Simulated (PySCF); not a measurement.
# CH9BOSi2: the cost of one run

The runs use PySCF 2.14.0, with density-fitted response routines of our own; the level of theory stands in each step. All values are computed, except where a source is named. Atoms count from 0, in the outputs and in this text.

## 1. Starting geometry

14 atoms, charge 0, multiplicity 1; geometry from: GFN2-xTB. The atoms were then displaced at random by about 0.01 Å, so the start is not that level's minimum.

Bonds of the start (Å): B0–C1 1.56, C1–O2 1.39, O2–Si3 1.65, Si3–Si4 2.25, B0–H5 1.20, B0–H6 1.14, C1–H7 1.10, C1–H8 1.11, Si3–H9 1.46, Si3–H10 1.50, Si4–H11 1.48, Si4–H12 1.44, Si4–H13 1.46.

## 2. Optimising the geometry at PBE0-D3(BJ)/def2-SVP

The job: settings as JSON, then the geometry in Å.

```
{"job": {"xc": "PBE0", "basis": "def2-SVP", "d3": "d3bj", "grid": 1, "shake": 0.01, "kind": "geom"}, "charge": 0, "multiplicity": 1}
B     -2.600790     0.165670     0.223760
C     -1.571120     1.075780    -0.520400
O     -0.242680     0.917590    -0.133630
Si     0.799560    -0.324790    -0.419570
Si     2.642780     0.322620     0.705630
H     -3.745710     0.309420    -0.088900
H     -2.287180    -0.551150     1.059600
H     -1.623090     0.934260    -1.610900
H     -1.806290     2.147920    -0.343830
H      0.906030    -0.507490    -1.865870
H      0.161960    -1.608690     0.020100
H      2.423820     1.063910     1.972240
H      3.400170    -0.847730     1.067180
H      3.535370     1.167620    -0.073160
```

The run is started by

```
> OMP_NUM_THREADS=1 python probes_run.py task.json out
```

This one command runs all jobs of the session in turn.

Q: Estimate the wall time and peak memory of this first job on 1 thread of Arm Neoverse V1, shared host.

About 90 s, with a peak of 0.51 GiB.
